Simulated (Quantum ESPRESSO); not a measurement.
Runs of Quantum ESPRESSO 7.5 on BiTe. The structure is cubic, space group Fm-3m (No. 225). Conventional cell: a = 6.470 Å, b = 6.470 Å, c = 6.470 Å, α = 90.00°, β = 90.00°, γ = 90.00°. Bi (site symmetry m-3m) is surrounded by 6 Te at 3.23 Å. Te (site symmetry m-3m) is surrounded by 6 Bi at 3.23 Å. 

```tsv
task	level	potentials or basis	k mesh	cutoff (eV)	smearing	SCF threshold	q mesh for exact exchange	cutoff for exact exchange	form of the LDA correlation	symmetry	mesh quality	gap on the mesh (eV)	pressure (GPa)	V0 of scaled cells (Å³/atom)	B0 (GPa)
equation of state	PBE	SSSP 1.3 efficiency PBE	7 × 7 × 7	748	fermi-dirac 0.05 eV	4e-10 Ry	-	-	-	-	not flagged	-	-	34.37	(b)
band structure	LDA	PseudoDojo 0.4.1 SR LDA standard	7 × 7 × 7	1088	fermi-dirac 0.05 eV	4e-10 Ry	-	-	PW92	-	not flagged	none	(a)	-	-
band structure	r2SCAN	SG15 PBE 1.2	5 × 5 × 5	952	fermi-dirac 0.05 eV	1e-08 Ry	-	-	-	off	coarse	none	(c)	-	-
band structure	PBEsol	PseudoDojo 0.4.1 SR PBEsol standard	7 × 7 × 7	1088	fermi-dirac 0.05 eV	4e-10 Ry	-	-	-	-	not flagged	none	-1.5	-	-
equation of state	r2SCAN	SG15 PBE 1.2	5 × 5 × 5	952	fermi-dirac 0.05 eV	1e-08 Ry	-	-	-	off	not flagged	-	-	33.20	54
single point	PBE	SSSP 1.3 efficiency PBE	7 × 7 × 7	748	fermi-dirac 0.05 eV	4e-10 Ry	-	-	-	-	not flagged	none	0.7	-	-
equation of state	PBEsol	PseudoDojo 0.4.1 SR PBEsol standard	7 × 7 × 7	1088	fermi-dirac 0.05 eV	4e-10 Ry	-	-	-	-	not flagged	-	-	32.85	53
```

Alike in all rows: no spin polarisation; cell as given.

Task: Estimate the missing entries.

Result: (a) -2.6; (b) 47; (c) -1.0.

Caveats: spin-orbit coupling is left out, which moves the levels of the heavy elements; the potentials were made for another functional, which shifts forces and pressure (some runs).

A k mesh can miss the band edges, and the runs leave out spin-orbit coupling on Bi, Te.

A gap of «none» marks a metal or a gap under the smearing width.

Not every run made on this cell is shown here.
